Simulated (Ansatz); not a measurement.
# SiGeH₄+ (quartet): from Hartree-Fock to the top rungs, cc-pVDZ

An exercise on one series of results from a longer session: the logs are not shown, and one member is left open.

The runs use Ansatz 0.2.0, Gaussian basis; cc-pVDZ, core rule «outside noble gas», up to 19 orbitals frozen.

To be run: UHF; CCSD(T) on ROHF; CCSD(T) on UHF; BCCD(T) on ROHF; CISD; CCSDT(Q) on ROHF; CCSDT(Q) on UHF.

24 further runs of the same task are left out: 8 that didn't finish, 16 set aside as unsound or not needed.

### The geometry

The geometry is a PBE0/def2-TZVP stationary point (not a proven minimum) of the parent state, kept for this charge and spin. No spin-orbit coupling is included. The filled d shell of Ge may be among the frozen orbitals whatever the setting's name suggests; the logs give the count.

6 atoms, charge 1, spin multiplicity 4.

Atoms are counted from 1 here; the program's logs count them from 0.

Bond lengths: Si1–Ge2 2.366 Å, Si1–H3 1.488 Å, Si1–H4 1.484 Å, Si1–H5 1.488 Å, Ge2–H6 1.547 Å. Angles: Ge2–Si1–H3 111.3°, Ge2–Si1–H4 106.3°, Ge2–Si1–H5 111.3°, H3–Si1–H4 109.5°, H3–Si1–H5 108.9°, H4–Si1–H5 109.5°, Si1–Ge2–H6 123.7°.

The first run:

in.yaml reads:

```yaml
crystal:
  periodic: [false, false, false]
  atoms:
    - {symbol: Si, position_ang: [0.000000, -0.042075, 1.656707]}
    - {symbol: Ge, position_ang: [0.000000, 0.034653, -0.708040]}
    - {symbol: H, position_ang: [1.210792, -0.734227, 2.175626]}
    - {symbol: H, position_ang: [0.000000, 1.368169, 2.119977]}
    - {symbol: H, position_ang: [-1.210792, -0.734227, 2.175626]}
    - {symbol: H, position_ang: [0.000000, -1.224668, -1.607285]}
basis:
  gaussian: {orbitals: cc-pVDZ}
total_charge: 1
magnetization: {spin_polarized: true, initial_magnetization: 3}
hamiltonian: {xc: hf}
output: {orbitals: {seedname: orbitals}}
```

Command:

```sh
ansatz run in.yaml --threads 1 --pin off --events-out ev --progress --plain --max-ram 2393MiB
```

Steps of the session up to this table: UHF; CCSD(T) on ROHF; CCSD(T) on UHF; BCCD(T) on ROHF; CISD; CCSDT(Q) on ROHF; CCSDT(Q) on UHF.

One of the session's tables, all rows but one given; the rest of the session is left out.

It belongs to the step «Misses and costs». 

```
   method  from UCCSDT(Q) (meV)
     ROHF               +5458.6
      UHF               +5317.4
     RMP2               +1340.4
     UMP2               +1320.9
     CISD                +579.2
    RCCSD                +192.4
    UCCSD                +171.1
 RCCSD(T)                     ?
 UCCSD(T)                 +40.2
  BCCD(T)                 +56.9
   RCCSDT                 +21.9
   UCCSDT                  +4.8
RCCSDT(Q)                 +17.6
UCCSDT(Q)                     0
```

Q: Estimate the row for RCCSD(T) from the others.

**Answer.** from UCCSDT(Q) (meV): +57.1. In the column «from UCCSDT(Q) (meV)» it lies between BCCD(T) (+56.9) and UCCSD (+171.1).

Caveats from the session: Restricted and unrestricted rows rest on different reference determinants; where their highest levels disagree by more than a few hundredths of an eV, they describe different states and don't form one ladder.
